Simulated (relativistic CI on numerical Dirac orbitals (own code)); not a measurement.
# Gd XLIV (Gd⁴³⁺): levels and lines

What are the lowest levels and the strongest lines of Gd⁴³⁺? One CI run answers it; further runs change one setting each.

Program: relativistic CI on numerical Dirac orbitals (own code) version 4. Level of theory: Dirac-Coulomb-Breit CI, KLI orbitals optimised for each configuration, model QED (radiative potential, 1s self-energy scaled to tabulated hydrogen-like ionisation energies). These are calculated values, not measurements, unless marked.

## Step 1: The system

| Property | Result |
| --- | --- |
| ion | Gd⁴³⁺ (Gd XLIV) |
| nuclear charge | 64 |
| electrons | 21 |
| isotope | A = 158 |
| first configuration typed | [Ar] 3d3 |

Outer shells as boxes (Hund's rule):

first configuration typed
```
[Ar] core
3d [↑ ][↑ ][↑ ][  ][  ]
```

## Step 2: CI with the chosen configurations

Input settings:

```ini
atom Gd  Z=64  charge=43  electrons=21
nucleus A=158  rms_radius_fm=5.1569
hamiltonian dirac-coulomb  breit=on  qed=on  c_scale=1
orbitals kli  potential=per-configuration
slater_scale 1
correlation none
mixing on
configurations
  [Ar] 3d3
  [Ne] 3s2 3p5 3d4
  [Ne] 3s 3p6 3d4
  [Ar] 3d2 4s
  [Ar] 3d2 4p
  [Ar] 3d2 4d
  [Ne] 3s2 3p5 3d3 4s
  [Ar] 3d2 4f
  [Ne] 3s2 3p5 3d3 4p
  [Ne] 3s 3p6 3d3 4s
  [Ne] 3p6 3d4 4p
  [Ne] 3s 3p6 3d3 4p
  [Ar] 3d 4s 4p
  [Ar] 3d2 5s
  [Ne] 3s 3p6 3d3 4d
  [Ar] 3d2 5p
  [Ar] 3d 4p 4d
  [Ar] 3d2 5f
  [Ne] 3s 3p6 3d2 4s 4p
  [Ne] 3p6 3d5
  [Ne] 3p5 3d6
  [Ne] 3p5 3d5 4s
  [Ne] 3p6 3d4 4s
  [Ne] 3p5 3d4 4s2
  [Ar] 3d 4s2
  [Ar] 4s2 4p
  [Ar] 4s2 4d
  [Ar] 3d 4p2
  [Ar] 4s 4p2
  [Ar] 4p3
  [Ar] 4p2 4d
  [Ne] 3s2 3p5 3d 4s 4p2
end
```

Launch:

```
python run_levels.py task.json out
```

task.json lists these runs, among others, and the program works through them in turn.

## Step 3: Slater integrals scaled by 0.9

The settings differ from step 2 so:

```diff
@@ -4,3 +4,3 @@
 orbitals kli  potential=per-configuration
-slater_scale 1
+slater_scale 0.9
 correlation none
```

## Step 4: Without configuration mixing

The settings differ from step 3 so:

```diff
@@ -4,5 +4,5 @@
 orbitals kli  potential=per-configuration
-slater_scale 0.9
+slater_scale 1
 correlation none
-mixing on
+mixing off
 configurations
```

## Step 5: Non-relativistic limit (c × 1000)

The settings differ from step 4 so:

```diff
@@ -2,3 +2,3 @@
 nucleus A=158  rms_radius_fm=5.1569
-hamiltonian dirac-coulomb  breit=on  qed=on  c_scale=1
+hamiltonian dirac-coulomb  breit=off  qed=off  c_scale=1000
 orbitals kli  potential=per-configuration
@@ -6,3 +6,3 @@
 correlation none
-mixing off
+mixing on
 configurations
```

(Steps that only read results are left out.)

**Question.** What will these runs give? Wanted: lowest level; first excitation; lowest level of the other parity; fastest E1 line; ionisation energy.

As calculated:

| run | time | mean size of shift, levels followed (cm⁻¹) | lowest level | ionisation energy (eV) |
| --- | --- | --- | --- | --- |
| main run | 3.5 s | 0 | 3d3 [3d3/2^3] J=3/2 | 3424.1 |
| Slater integrals scaled by 0.9 | 3.4 s | 4476 | 3d3 [3d3/2^3] J=3/2 | 3424.0 |
| without configuration mixing | 3.4 s | 1547 | 3d3 [3d3/2^3] J=3/2 | - |
| non-relativistic limit (c × 1000) | 2.2 s | 361270 | 3d3 4F3/2 | - |

The tabulated theoretical ionisation energy (NIST) is 3424 eV.

```
                                                                         quantity                                          value
                                                                     lowest level                            3d3 [3d3/2^3] J=3/2
                                                                 first excitation                         3d3 4F5/2, 238667 cm⁻¹
                                                 lowest level of the other parity    3p5 3d4 [3p3/2^3 3d3/2^4] J=3/2°, 234.04 eV
                                                              levels in the model                                           3779
fastest E1 line (by rate) to the lowest level among the lowest 400 of 3779 levels  0.8553 nm, from 3d2 4p [3d3/2^2 4p1/2] J=3/2°
                                                                ionisation energy                                      3424.1 eV
                                  ionisation energy, tabulated theoretical (NIST)                                        3424 eV
```

In words: The lowest level is 3d3 [3d3/2^3] J=3/2, 52 % pure in LS and 96 % in jj coupling; over the low levels the means are 58 and 95 %, so jj coupling describes them better. The ionisation energy agrees with the tabulated theoretical value within its uncertainty of 4 eV. Of the changes tried, the run «non-relativistic limit (c × 1000)» moves the low levels most, by 361270 cm⁻¹ on average. Lifetimes count radiative decay inside the model alone.
